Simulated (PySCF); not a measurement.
# OsF3: relaxation and vibrations of the quartet

Where does quartet OsF3 go from a trigonal pyramidal start, is the end point a minimum, and what are its modes, charges and moments?

Program: PySCF 2.14.0. Level of theory: PBE0, basis Os def2-TZVP with ECP60, F def2-TZVP, scalar-relativistic core potentials, no spin–orbit coupling, density fitting. These are calculated values, not measurements.

## (1) The starting structure

4 atoms, charge 0, spin multiplicity 4.

Bond lengths: Os1–F2 1.930 Å, Os1–F3 1.930 Å, Os1–F4 1.930 Å. Angles: F2–Os1–F3 99.8°, F2–Os1–F4 99.8°, F3–Os1–F4 99.8°.

```xyz
4
charge 0 multiplicity 4
Os    0.0000    0.0000    0.0000
F     1.7041    0.0000    0.9061
F    -0.8520    1.4758    0.9061
F    -0.8520   -1.4758    0.9061
```

## (2) Finding the electronic state

One driver script runs all steps and calls PySCF; scf.py shows how it sets up the SCF of each step. The optimiser is the driver's own. After this first run the driver tries any further starts and a stability analysis.

Contents of scf.py:

```python
from pyscf import gto, scf, dft
mol = gto.M(atom='''
Os     0.000000     0.000000     0.000000
F      1.704100     0.000000     0.906100
F     -0.852000     1.475800     0.906100
F     -0.852000    -1.475800     0.906100''',
    basis={'Os': 'def2-TZVP', 'F': 'def2-TZVP'},
    ecp={'Os': 'def2-TZVP'},
    charge=0, spin=3)
mf = dft.UKS(mol, xc='PBE0')
mf.grids.atom_grid = (50, 194)
aux = {'Os': 'def2-universal-JKFIT', 'F': 'def2-universal-JKFIT'}
mf = mf.density_fit(auxbasis=aux)
mf.conv_tol = 1e-08
mf.diis_space = 10
mf.max_cycle = 60
mf.init_guess = 'minao'
mf.verbose = 4
mf.kernel()
```

On the command line:

```bash
$ OMP_NUM_THREADS=4 python axn.py task.json out
```

After this run come: Relaxation: trigonal pyramidal start, quartet; Releasing the symmetry; Is it a minimum? Harmonic modes.

Before running it: what results should come out? Wanted: minimum; geometry; wavenumbers; dipole moment; highest occupied, lowest empty level; polar-tensor charge of Os1; zero-point energy; atomisation energy; ⟨S²⟩.

The runs gave:

| quantity | value |
| --- | --- |
| minimum | quartet, C2v |
| geometry | Os–F 1.840 Å (×2), Os–F 1.850 Å; F–Os–F 87.1°, F–Os–F 136.4° (×2) |
| wavenumbers (cm⁻¹) | 74 (b2), 190 (b1), 259 (a1), 670 (b2), 678 (a1), 720 (a1) |
| dipole moment | 1.14 D |
| highest occupied, lowest empty level (either spin) | -7.79, -4.08 eV |
| polar-tensor charge of Os1 | +1.64 e |
| zero-point energy | 15.5 kJ/mol |
| entropy at 298.15 K | 328.4 J/(mol K) |
| atomisation energy (no zero-point energy) | 1278 kJ/mol |
| ⟨S²⟩ | 3.760 |

**Reading.** From C3v at the start the molecule goes to a C2v minimum. In the infrared the band at 720 cm⁻¹ (a1, stretch) leads. Most of the spin sits on Os1 (Mulliken spin 2.69, against 3 for the whole molecule). Only this shape and spin were tried, so other structures or states may lie lower. One determinant may miss the lowest occupation of an open d or f shell. With an element this heavy the missing spin–orbit coupling can shift these numbers.
